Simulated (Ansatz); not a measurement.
# CaMgF4: the band gap up the ladder of functionals

An exercise on one series of results from a longer session: the logs are not shown, and one member is left open.

Program: Ansatz 0.2.0. PAW datasets, plane waves. Spin-unpolarised throughout. Whether this structure exists isn't addressed.

## The structure to begin with

The cell was relaxed beforehand with r2SCAN.

It is tetragonal, P4/mmm (No. 123); conventional cell a = 3.654 Å, c = 5.249 Å, 11.68 Å³ an atom. Around Mg lie 8 F at 2.20 Å; around F lie 2 Mg at 2.20 Å and 2 Ca at 2.30 Å and 1 F at 2.44 Å; around Ca lie 8 F at 2.30 Å.

As a file:

```cif
data_structure
_symmetry_space_group_name_H-M 'P 1'
_symmetry_Int_Tables_number 1
_cell_length_a 3.6540
_cell_length_b 3.6540
_cell_length_c 5.2490
_cell_angle_alpha 90.000
_cell_angle_beta 90.000
_cell_angle_gamma 90.000
_cell_volume 70.09
loop_
_atom_site_label
_atom_site_type_symbol
_atom_site_fract_x
_atom_site_fract_y
_atom_site_fract_z
_atom_site_occupancy
Mg1 Mg 0.00000 0.00000 0.00000 1
F1 F 0.00000 0.50000 0.76738 1
F2 F 0.00000 0.50000 0.23262 1
Ca1 Ca 0.50000 0.50000 0.50000 1
F3 F 0.50000 0.00000 0.23262 1
F4 F 0.50000 0.00000 0.76738 1
```

The first run:

Contents of input.yaml:

```yaml
crystal:
  lattice:
    - [3.6540441543, 0.0, 0.0]
    - [0.0, 3.6540441543, 0.0]
    - [0.0, 0.0, 5.2490177025]
  atoms:
    - { symbol: Mg, position: [0.0, 0.0, 0.0] }
    - { symbol: F, position: [0.0, 0.5, 0.7673777876] }
    - { symbol: F, position: [0.0, 0.5, 0.2326222124] }
    - { symbol: Ca, position: [0.5, 0.5, 0.5] }
    - { symbol: F, position: [0.5, 0.0, 0.2326222124] }
    - { symbol: F, position: [0.5, 0.0, 0.7673777876] }
kpoints:
  mp_grid: { grid: [8, 8, 6] }
  band_path:
    path:
      - [[0.0, 0.0, 0.0], [-1.683241285612e-51, 0.5, 0.0], [0.5, 0.5, 0.0], [0.0, 0.0, 0.0], [0.0, 0.0, 0.5], [-1.683241285612e-51, 0.5, 0.5], [0.5, 0.5, 0.5], [0.0, 0.0, 0.5]]
      - [[-1.683241285612e-51, 0.5, 0.0], [-1.683241285612e-51, 0.5, 0.5]]
      - [[0.5, 0.5, 0.0], [0.5, 0.5, 0.5]]
    npoints: 10
hamiltonian:
  xc: pbe
scf:
  occupations: { method: fermi_dirac, width: 0.02 }
  n_extra_bands: 5
output:
  forces: true
  stress: true
  eigenvalues: true
  write_density: true
  write_potential: true
  elf: true
  volumetric_format: npy
```

Command:

```sh
> ansatz run input.yaml --threads 2 --pin off --max-ram 20275MiB --backend cpu --events-out ev --progress --plain --runs-dir out
```

Steps of the session up to this table: PBE bands along the symmetry lines; r2SCAN at the same geometry; Single point with HSE06; PBE0.

One table of the session follows, with a row left open; its other results are not shown here.

```
 level  gap (eV)
   PBE      6.40
r2SCAN         ?
 HSE06      8.57
  PBE0      9.33
```

**Question.** Estimate the row for r2SCAN.

**Answer.** gap (eV): 7.15. In the column «gap (eV)» it lies between PBE (6.40) and HSE06 (8.57).

Meshes: PBE 8×8×6, r2SCAN 8×8×6, HSE06 4×4×4, PBE0 4×4×4

The gap runs from 6.40 eV (PBE) to 9.33 eV (PBE0). Against HSE06, PBE is short by 2.17 eV, at 75 % of it, and r2SCAN 83 %. PBE0 lies 0.76 eV above HSE06, which differs from it by screening the long-range exchange.

Limits of these values: Warnings in the runs' records: stress scf threshold loose, stress exchange threshold loose.
